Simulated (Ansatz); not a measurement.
**HfH₂ (quintet): wave-function methods side by side at angle H2–Hf1–H3 = 180.0°, def2-SVP**

How much of the correlation energy of HfH₂ (quintet) does each wave-function method recover here?

The runs use Ansatz 0.2.0, Gaussian basis; def2-SVP, core rule «outside noble gas», up to 4 orbitals frozen.

Plan: UHF; CCSD(T) on ROHF; CCSD(T) on UHF; CISD; CCSDT(Q) on ROHF; CCSDT(Q) on UHF; CASSCF and MRCISD+Q, 6 electrons in 6 orbitals; CASSCF and NEVPT2, 6 electrons in 6 orbitals; CASSCF and MRCISD+Q, 6 electrons in 8 orbitals; CASSCF and NEVPT2, 6 electrons in 8 orbitals; Full CI.

23 further runs of the same task are left out: 12 for a known fault of the program, 8 that didn't finish, 3 set aside as unsound or not needed.

### 1 The system

The geometry derives from a PBE0/def2-TZVP stationary point (not a proven minimum). One angle is set to the value named; bond lengths are kept. No spin-orbit coupling is included. Elements past krypton take def2 core potentials.

3 atoms, charge 0, spin multiplicity 5.

Atoms are counted from 1 here; the program's logs count them from 0.

Bond lengths: Hf1–H2 1.961 Å, Hf1–H3 1.961 Å. Angles: H2–Hf1–H3 180.0°.

### 2 UHF

in.yaml

```yaml
crystal:
  periodic: [false, false, false]
  atoms:
    - {symbol: Hf, position_ang: [0.000000, 0.000000, 0.000000]}
    - {symbol: H, position_ang: [0.000000, 0.000000, -1.961100]}
    - {symbol: H, position_ang: [0.000000, 0.000000, 1.961100]}
basis:
  gaussian: {orbitals: def2-SVP}
magnetization: {spin_polarized: true, initial_magnetization: 4}
hamiltonian: {xc: hf}
output: {orbitals: {seedname: orbitals}}
```

Command:

```bash
$ ansatz run in.yaml --threads 1 --pin off --events-out ev --progress --plain --max-ram 2393MiB
```

After this run come: CCSD(T) on ROHF; CCSD(T) on UHF; CISD; CCSDT(Q) on ROHF; CCSDT(Q) on UHF; CASSCF and MRCISD+Q, 6 electrons in 6 orbitals; CASSCF and NEVPT2, 6 electrons in 6 orbitals; CASSCF and MRCISD+Q, 6 electrons in 8 orbitals; CASSCF and NEVPT2, 6 electrons in 8 orbitals; Full CI.

Q: Predict the results of all the runs planned. Wanted: FCI below the RHF energy; RMP2 from FCI; UMP2 from FCI; RCCSD from FCI; RCCSD(T) from FCI; UCCSD(T) from FCI; RCCSDT(Q) from FCI; UCCSDT(Q) from FCI; NEVPT2 pair from FCI.

The runs gave:

| quantity | value |
| --- | --- |
| FCI below the RHF energy | -2.1617 eV |
| RMP2 from FCI | +13.02 kcal/mol |
| UMP2 from FCI | +15.78 kcal/mol |
| RCCSD from FCI | +2.10 kcal/mol |
| RCCSD(T) from FCI | +0.50 kcal/mol |
| UCCSD(T) from FCI | 0.00 kcal/mol |
| RCCSDT(Q) from FCI | -0.27 kcal/mol |
| UCCSDT(Q) from FCI | -1.37 kcal/mol |
| NEVPT2 pair from FCI | +16.74 kcal/mol |
| MRCISD+Q pair from FCI | +5.44 kcal/mol |
| levels within 1 kcal/mol (43 meV) | RCCSD(T), UCCSD(T), RCCSDT, RCCSDT(Q) |
| T1 diagnostic | 0.049 |
| effectively unpaired electrons | 4.20 |

What this shows: RCCSD(T) lands +0.50 kcal/mol from the yardstick (1.0 % of the correlation energy). CCSD(T) misses by +0.50 kcal/mol on the restricted determinant and by 0.00 kcal/mol on the unrestricted one; the two need not hold the same state or core. RCCSDT, UCCSDT, RCCSDT(Q), UCCSDT(Q) fall below full CI: unrestricted runs freeze a spin-polarised core, another one than full CI's, and coupled cluster isn't variational. The occupations are near whole numbers, but T1 = 0.049 shows that the orbitals relax strongly. Of the multireference levels listed MRCISD+Q pair comes nearest in total energy (+5.44 kcal/mol), which doesn't show that its space is the better one. Coupled cluster took another determinant than the lowest Hartree-Fock one. These misses are within one basis, not against nature; the frozen cores of restricted and unrestricted runs differ, which can shift their rows.
